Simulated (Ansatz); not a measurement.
# HfCH2+ (sextet): from Hartree-Fock to the top rungs, def2-TZVPP

An exercise on one series of results from a longer session: the logs are not shown, and one member is left open.

Program: Ansatz 0.2.0, Gaussian basis. Level of theory: def2-TZVPP, core rule «outside noble gas», up to 5 orbitals frozen. These are calculated values, not measurements.

Plan: UHF; CCSD(T) on ROHF; CCSD(T) on UHF; CCSDT(Q) on ROHF; CCSDT(Q) on UHF.

6 further runs of the same task are left out: 3 for a known fault of the program, 3 set aside as unsound or not needed.

## What is computed

The geometry is a PBE0/def2-TZVP stationary point (not a proven minimum) of the parent state, kept for this charge and spin. No spin-orbit coupling is included. Elements past krypton take def2 core potentials.

4 atoms, charge 1, spin multiplicity 6.

Atoms are counted from 1 here; the program's logs count them from 0.

Bond lengths: Hf1–C2 2.098 Å, C2–H3 1.094 Å, C2–H4 1.094 Å. Angles: Hf1–C2–H3 123.9°, Hf1–C2–H4 123.9°, H3–C2–H4 112.3°.

Set-up of the first run:

File in.yaml:

```yaml
crystal:
  periodic: [false, false, false]
  atoms:
    - {symbol: Hf, position_ang: [0.000000, 0.000000, 0.159218]}
    - {symbol: C, position_ang: [0.000000, 0.000000, -1.938489]}
    - {symbol: H, position_ang: [0.000000, 0.908204, -2.547892]}
    - {symbol: H, position_ang: [0.000000, -0.908204, -2.547892]}
basis:
  gaussian: {orbitals: def2-TZVPP}
total_charge: 1
magnetization: {spin_polarized: true, initial_magnetization: 5}
hamiltonian: {xc: hf}
output: {orbitals: {seedname: orbitals}}
```

Run with:

```bash
> ansatz run in.yaml --threads 1 --pin off --events-out ev --progress --plain --max-ram 4096MiB --backend cpu
```

Steps of the session up to this table: UHF; CCSD(T) on ROHF; CCSD(T) on UHF; CCSDT(Q) on ROHF; CCSDT(Q) on UHF.

One table of the session follows, with a row left open; its other results are not shown here.

It belongs to the step «Misses and costs». 

```
   method  from RCCSDT(Q) (meV)
     ROHF               +4836.5
      UHF               +4619.7
     RMP2                +831.8
     UMP2                     ?
    RCCSD                +162.8
    UCCSD                 +51.3
 RCCSD(T)                 +29.5
 UCCSD(T)                 -79.2
   RCCSDT                  +4.0
   UCCSDT                -102.9
RCCSDT(Q)                     0
UCCSDT(Q)                -106.8
```

**Question.** Estimate the row for UMP2.

**Answer.** from RCCSDT(Q) (meV): +722.5. In the column «from RCCSDT(Q) (meV)» it lies between RCCSD (+162.8) and RMP2 (+831.8).

To keep in mind: Restricted and unrestricted rows rest on different reference determinants; where their highest levels disagree by more than a few hundredths of an eV, they describe different states and don't form one ladder.
